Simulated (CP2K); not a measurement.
**A workflow on C3H6FNSi (SMILES CC[Si]1(F)C=N1)**

Wanted: a structure relaxation (GFN1-xTB), then the harmonic vibrations, then a transition-state search of C3H6FNSi. 

Program for the calculation: CP2K 2026.2.

3 further runs of the same task are left out: 3 that didn't finish.

### Step 1. The structure to begin with

C3H6FNSi has 12 atoms, charge 0, and is taken as a singlet. SMILES: `CC[Si]1(F)C=N1`. All atoms were displaced at random from a relaxed shape. The run starts from this shape.

Bond lengths: C1–C2 1.449 Å, C2–Si3 1.875 Å, Si3–F4 1.611 Å, Si3–C5 1.724 Å, Si3–N6 1.855 Å, C5–N6 1.285 Å, C1–H7 1.117 Å, C1–H8 1.111 Å, C1–H9 1.104 Å, C2–H10 1.155 Å, C2–H11 1.111 Å, C5–H12 1.063 Å. Some angles: C1–C2–Si3 118.2°, C2–Si3–F4 110.4°, C2–Si3–C5 125.1°, C2–Si3–N6 100.4°, F4–Si3–C5 116.7°, F4–Si3–N6 105.3°, C5–Si3–N6 41.9°, Si3–C5–N6 74.5°, Si3–N6–C5 63.6°, C1–C2–H10 111.0°.

### Step 2. A geometry optimisation at GFN1-xTB (run 1)

gas.inp reads:

```
&GLOBAL
  PROJECT gas
  RUN_TYPE GEO_OPT
  PRINT_LEVEL LOW
&END

&FORCE_EVAL
  METHOD QS
  &DFT
    &QS
      METHOD XTB
      EPS_DEFAULT 1.0E-10
      &XTB
        GFN_TYPE 1
        CHECK_ATOMIC_CHARGES F
      &END
    &END
    ! cluster boundary conditions
    &POISSON
      PERIODIC NONE
      POISSON_SOLVER ANALYTIC
    &END
    ! SCF settings
    &SCF
      SCF_GUESS ATOMIC
      EPS_SCF 1.0E-07
      MAX_SCF 100
      ADDED_MOS 2
      &DIAGONALIZATION
        ALGORITHM STANDARD
      &END
      &MIXING
        METHOD BROYDEN_MIXING
        ALPHA 0.2
        NBUFFER 8
      &END
      &SMEAR ON
        METHOD FERMI_DIRAC
        ELECTRONIC_TEMPERATURE [K] 300
      &END
    &END
    &PRINT
      &MOMENTS
        PERIODIC F
        REFERENCE COM
        MAX_MOMENT 1
      &END
      &MULLIKEN OFF
      &END
      &HIRSHFELD OFF
      &END
    &END
  &END
  ! atoms, cell and kinds
  &SUBSYS
    &CELL
      ABC 21.1 19.1 19.9
      PERIODIC NONE
    &END
    &COORD
      SCALED T
      C    0.56995957   0.50744351   0.44484884
      C    0.55071820   0.47528660   0.50756693
      Si   0.46503370   0.48042445   0.53208945
      F    0.45175147   0.43297168   0.59750643
      C    0.41705313   0.55256927   0.52111246
      N    0.46063924   0.57228267   0.56201342
      H    0.56013896   0.56488869   0.44423693
      H    0.62062782   0.50135707   0.43076774
      H    0.54120450   0.48780764   0.40249357
      H    0.57967284   0.49720539   0.55211045
      H    0.56311877   0.41875304   0.50615714
      H    0.37937218   0.58124696   0.49873583
    &END
  &END
&END

&MOTION
  &GEO_OPT
    OPTIMIZER BFGS
    MAX_ITER 100
    MAX_FORCE 1.0E-04
    RMS_FORCE 6.7E-05
  &END
  ! extra output
  &PRINT
    &TRAJECTORY
      &EACH
        GEO_OPT 1
      &END
    &END
    &FORCES ON
      &EACH
        GEO_OPT 1
      &END
    &END
    &RESTART OFF
    &END
    &RESTART_HISTORY OFF
    &END
  &END
&END
```

On the command line:

```sh
$ OMP_NUM_THREADS=1 cp2k.psmp -i gas.inp > gas.out 2>&1
```

The program printed:

```text
CP2K| version string:                                       CP2K version 2026.2
[...]
 GLOBAL| Method name                                                        CP2K
[...]
 GLOBAL| Run type                                                        GEO_OPT
[...]
                             - Atoms:                                         12
[...]
                             - Spherical basis functions:                     41
[...]
 Number of electrons:                                                         34
[...]
     1 NoMix/Diag. 0.20E+00    0.0     1.52282510       -19.5132975782 -1.95E+01
[...]
  *** SCF run converged in    74 steps ***
[...]
 ENERGY| Total FORCE_EVAL ( QS ) energy [hartree]            -19.728877895569145
[...]
 OPT| Step number                                                              0
[...]
 OPT| Total energy [hartree]                                      -19.7288778956
[...]
 OPT| Step number                                                             52
[...]
 OPT| Total energy [hartree]                                      -19.7516134060
[...]
 OPT| Step number                                                             53
[...]
 OPT| Total energy [hartree]                                      -19.7516133708
[...]
 ***                    GEOMETRY OPTIMIZATION COMPLETED                      ***
[...]
    28 Broy./Diag. 0.20E+00    0.0     0.00000004       -19.7516132855  1.15E-08
  *** SCF run converged in    28 steps ***
[...]
  Fermi energy:                                                -0.31557890981945
[...]
 TB_DIPOLE| Moment [Debye]          0.80828247      -1.23003386      -2.12529114
 TB_DIPOLE| Derivative [a.u.]       0.00000000       0.00000000       0.00000000
 ENERGY| Total FORCE_EVAL ( QS ) energy [hartree]            -19.751613285493296
[...]
```

Run time: 5.7 s. Hardware: 1 thread of Arm Neoverse N1, shared host; peak memory 0.15 GiB.

Steps, from the record of the run:

```tsv
step	energy from the first frame kept (eV)	largest force (eV/Å)
1	0.0000	1.5092
4	-0.1741	0.4227
7	-0.2179	0.3003
10	-0.2249	0.0687
13	-0.2263	0.0517
16	-0.2278	0.0736
19	-0.2315	0.1122
22	-0.2341	0.1040
25	-0.2355	0.0585
28	-0.2372	0.0688
31	-0.2383	0.0570
34	-0.2392	0.0306
37	-0.2398	0.0329
40	-0.2400	0.0198
43	-0.2401	0.0068
46	-0.2401	0.0038
49	-0.2401	0.0074
52	-0.2402	0.0048
54	-0.2401	0.0024
```

After the run. Bond lengths: C1–C2 1.538 Å, C2–Si3 1.906 Å, Si3–F4 1.586 Å, Si3–C5 1.795 Å, Si3–N6 1.782 Å, C5–N6 1.329 Å, C1–H7 1.090 Å, C1–H8 1.091 Å, C1–H9 1.091 Å, C2–H10 1.099 Å, C2–H11 1.098 Å, C5–H12 1.084 Å. Some angles: C1–C2–Si3 115.7°, C2–Si3–F4 108.6°, C2–Si3–C5 128.6°, C2–Si3–N6 122.4°, F4–Si3–C5 120.5°, F4–Si3–N6 118.2°, C5–Si3–N6 43.6°, Si3–C5–N6 67.7°, Si3–N6–C5 68.7°, C1–C2–H10 108.3°.

### Step 3. Vibrational wavenumbers at GFN1-xTB (run 2)

qs.inp reads:

```
&global
    project qs
    run_type VIBRATIONAL_ANALYSIS
    print_level LOW
&end

&vibrational_analysis
    dx 0.01
    intensities T
    nproc_rep 1
    ! extra output
    &print
        &program_run_info ON
        &end
    &end
&end

&force_eval
    method QS
    &dft
        ! Quickstep
        &qs
            method XTB
            eps_default 1.0E-10
            &xtb
                gfn_type 1
                check_atomic_charges F
            &end
        &end
        ! cluster boundary conditions
        &poisson
            periodic NONE
            poisson_solver ANALYTIC
        &end
        ! self-consistent field
        &scf
            scf_guess ATOMIC
            eps_scf 1.0E-08
            max_scf 100
            added_mos 2
            &diagonalization
                algorithm STANDARD
            &end
            &mixing
                method BROYDEN_MIXING
                alpha 0.2
                nbuffer 8
            &end
            &smear ON
                method FERMI_DIRAC
                electronic_temperature [K] 300
            &end
        &end
        &print
            &moments
                periodic F
                reference COM
                max_moment 1
            &end
            &mulliken OFF
            &end
            &hirshfeld OFF
            &end
        &end
    &end
    ! structure
    &subsys
        ! box in angstrom
        &cell
            abc 21.2 19.2 20.1
            periodic NONE
        &end
        &coord
            SCALED T
            C    0.57807833   0.51525385   0.43937978
            C    0.55842880   0.47098802   0.49971570
            Si   0.48029050   0.49584302   0.54016764
            F    0.46771309   0.44488172   0.60081405
            C    0.41753837   0.54788724   0.50670351
            N    0.45476229   0.58397146   0.54725699
            H    0.58191616   0.57009979   0.45288107
            H    0.62381564   0.49774453   0.42089147
            H    0.54375696   0.51063224   0.39918595
            H    0.59600356   0.47423109   0.53727052
            H    0.55759578   0.41602854   0.48461450
            H    0.37618436   0.56963214   0.48268600
        &end
    &end
&end
```

On the command line:

```sh
$ OMP_NUM_THREADS=1 cp2k.psmp qs.inp > qs.out
```

The program printed:

```text
CP2K| version string:                                       CP2K version 2026.2
[...]
 GLOBAL| Method name                                                        CP2K
[...]
 GLOBAL| Run type                                           VIBRATIONAL_ANALYSIS
[...]
                             - Atoms:                                         12
[...]
                             - Spherical basis functions:                     41
[...]
  Dipole moment [Debye]
    X=   -0.00256634 Y=    0.00048653 Z=   -0.00043516     Total=     0.00264805
 VIB|
[...]
 VIB|Frequency (cm^-1)  5.0275200418E+01    1.0316114317E+02    1.3527551858E+02
 VIB|IR int (KM/Mole)   1.1221418227E+00    4.3581987249E-01    3.8175572430E+00
[...]
 VIB|Frequency (cm^-1)  2.9470721929E+03    2.9624488272E+03    3.0286798012E+03
 VIB|IR int (KM/Mole)   4.3820745148E+00    4.2828772861E+00    1.6753261237E+01
[...]
 VIB|Frequency (cm^-1)  3.0666126292E+03    3.0672415534E+03    3.0743890291E+03
 VIB|IR int (KM/Mole)   2.6042155282E+01    1.1300960254E+01    8.9037113841E+00
[...]
```

Wall time 9 s (1 thread of Arm Neoverse N1, shared host); peak memory 0.17 GiB.

### Step 4. A saddle-point search at GFN1-xTB (run 3)

qs.inp reads:

```
&global
   project qs
   run_type GEO_OPT
   print_level LOW
&end global

# ionic moves
&motion
   &geo_opt
      type TRANSITION_STATE
      optimizer CG
      max_iter 80
      max_force 6.0E-4
      rms_force 4.0E-4
      &cg
         &line_search
            type 2PNT
            &2pnt
               max_allowed_step 0.15
               linmin_grad_only T
            &end 2pnt
         &end line_search
      &end cg
      &transition_state
         method DIMER
         &dimer
            dr [angstrom] 0.01
            interpolate_gradient T
            angle_tolerance [deg] 5.0
            &rot_opt
               optimizer CG
               max_iter 10
               &cg
                  &line_search
                     type 2PNT
                     &2pnt
                        max_allowed_step 0.15
                     &end 2pnt
                  &end line_search
               &end cg
            &end rot_opt
            &dimer_vector
                 0.07236   0.11411   0.10710
                -0.09138  -0.11417  -0.10909
                -0.01791  -0.02347  -0.01295
                 0.05424   0.06589   0.07469
                -0.04980  -0.04566   0.01801
                 0.02851  -0.00131  -0.09530
                 0.29781   0.02528   0.38337
                -0.00343   0.00611   0.00691
                 0.04416   0.48060   0.09220
                -0.09433  -0.43868  -0.07945
                -0.26526  -0.03609  -0.37163
                -0.07820  -0.06235   0.05520
            &end dimer_vector
         &end dimer
      &end transition_state
   &end geo_opt
   &print
      &trajectory
         &each
            geo_opt 1
         &end each
      &end trajectory
      &forces ON
         &each
            geo_opt 1
         &end each
      &end forces
      &restart OFF
      &end restart
      &restart_history OFF
      &end restart_history
   &end print
&end motion

&force_eval
   method Quickstep
   &dft
      charge 0
      multiplicity 1
      &qs
         method XTB
         eps_default 1.0E-10
         &xtb
            gfn_type 1
            check_atomic_charges F
         &end xtb
      &end qs
      # isolated system
      &poisson
         periodic NONE
         poisson_solver ANALYTIC
      &end poisson
      # self-consistent field
      &scf
         scf_guess ATOMIC
         eps_scf 1.0E-08
         max_scf 100
         added_mos 2
         &diagonalization
            algorithm STANDARD
         &end diagonalization
         &mixing
            method BROYDEN_MIXING
            alpha 0.2
            nbuffer 8
         &end mixing
         &smear ON
            method FERMI_DIRAC
            electronic_temperature [K] 300
         &end smear
      &end scf
      # extra output
      &print
         &moments
            periodic F
            reference COM
            max_moment 1
         &end moments
         &mulliken OFF
         &end mulliken
         &hirshfeld OFF
         &end hirshfeld
      &end print
   &end dft
   &subsys
      # box in angstrom
      &cell
         abc [angstrom] 21.3 19.2 20
         periodic NONE
      &end cell
      &coord
         SCALED T
         C    0.58036840   0.51871247   0.43966802
         C    0.55696746   0.46850185   0.49490098
         Si   0.48092066   0.49571878   0.53795868
         F    0.47009620   0.44708471   0.60109927
         C    0.41771455   0.54718523   0.50510113
         N    0.45660207   0.58442424   0.54302483
         H    0.58948052   0.57124508   0.46014368
         H    0.62411197   0.49839049   0.41858258
         H    0.54554629   0.52363477   0.39890072
         H    0.59429657   0.46329414   0.53338448
         H    0.55205671   0.41557576   0.47316068
         H    0.37588803   0.56849549   0.48189338
      &end coord
   &end subsys
&end force_eval
```

On the command line:

```sh
$ OMP_NUM_THREADS=1 cp2k.psmp qs.inp > qs.out
```

The program printed:

```text
CP2K| version string:                                       CP2K version 2026.2
 CP2K| Input file name                                                    qs.inp

[... 456 lines left out ...]
  Electronic entropic energy:                                  -0.00000000000000
[... 360 lines left out ...]
 TB_DIPOLE| Dipole type                                             non-periodic
[... 374 lines left out ...]
  Total energy:                                               -19.75058440776001
[... 344 lines left out ...]
 TB_DIPOLE| Derivative [a.u.]       0.00000000       0.00000000       0.00000000
[... 442 lines left out ...]
  Dispersion energy:                                           -0.00421365879248
[... 444 lines left out ...]
 *  \___/     SCF run NOT converged. To continue the calculation regardless,   *
 *    |             please set the keyword IGNORE_CONVERGENCE_FAILURE.         *
[... 7 lines left out ...]
           10 scf_env_do_scf
            9 qs_energies
            8 qs_forces
            7 cp_eval_at_ts_low
            6 cp_eval_at_ts
            5 cp_eval_at
            4 cp_cg_main
            3 geoopt_cg
            2 cp_geo_opt
            1 CP2K

Program received signal SIGABRT: Process abort signal.

Backtrace for this error:
#0  0x4afb8b7ff957 in ???
#1  0x4afbac0b4cac in __pthread_kill_implementation
#2  0x4afbac05bfb7 in raise
#3  0x4afbac045d37 in abort
#4  0x4afb8bed2d83 in ???
#5  0x4afb8bed4297 in ???
#6  0x4afb8cda99ab in ???
#7  0x4afb8cdb3c7b in ???
#8  0x4afb8cc2555b in ???
#9  0x4afb8bab4d13 in ???
#10  0x4afb8b8aa0cf in ???
#11  0x4afb8e05b857 in ???
#12  0x4afb8e05c1db in ???
#13  0x4afb8d37f327 in ???
#14  0x4afb8d35e603 in ???
#15  0x4afb8d37ed83 in ???
#16  0x4afb8c186f57 in ???
#17  0x4afb8c189d0b in ???
#18  0x4afb8b8a0db3 in ???
#19  0x4afb8b89ef13 in ???
#20  0x4afbac046573 in __libc_start_call_main
#21  0x4afbac046657 in __libc_start_main_impl
#22  0x4afb8b89f06f in ???
#23  0xffffffffffffffff in ???
```

Run time: 46 s. Hardware: 1 thread of Arm Neoverse N1, shared host; peak memory 0.15 GiB.

The iterations ended before the threshold was met.

### Step 5. What came out

```
                                                  quantity                      value
                  run 1, GFN1-xTB: total energy at the end               -19.75161 Eh
run 1, GFN1-xTB: dipole moment (from atomic charges alone)                     2.59 D
                        run 1, GFN1-xTB: dispersion energy              -11.04 kJ/mol
               run 2, GFN1-xTB: lowest harmonic wavenumber                    50 cm⁻¹
              run 2, GFN1-xTB: highest harmonic wavenumber                  3074 cm⁻¹
                        run 2, GFN1-xTB: zero-point energy               224.3 kJ/mol
                                           run 3, GFN1-xTB  no result (not converged)
```

The dipole (run 1, GFN1-xTB) comes from point charges on the atoms alone, without atomic dipoles, so it is partial. The optimisation (run 1, GFN1-xTB) took 53 steps and changed the energy by -0.619 eV. All 30 modes (run 2, GFN1-xTB) are real, so the shape is a minimum at this level. 1 of the 3 runs did not end normally.
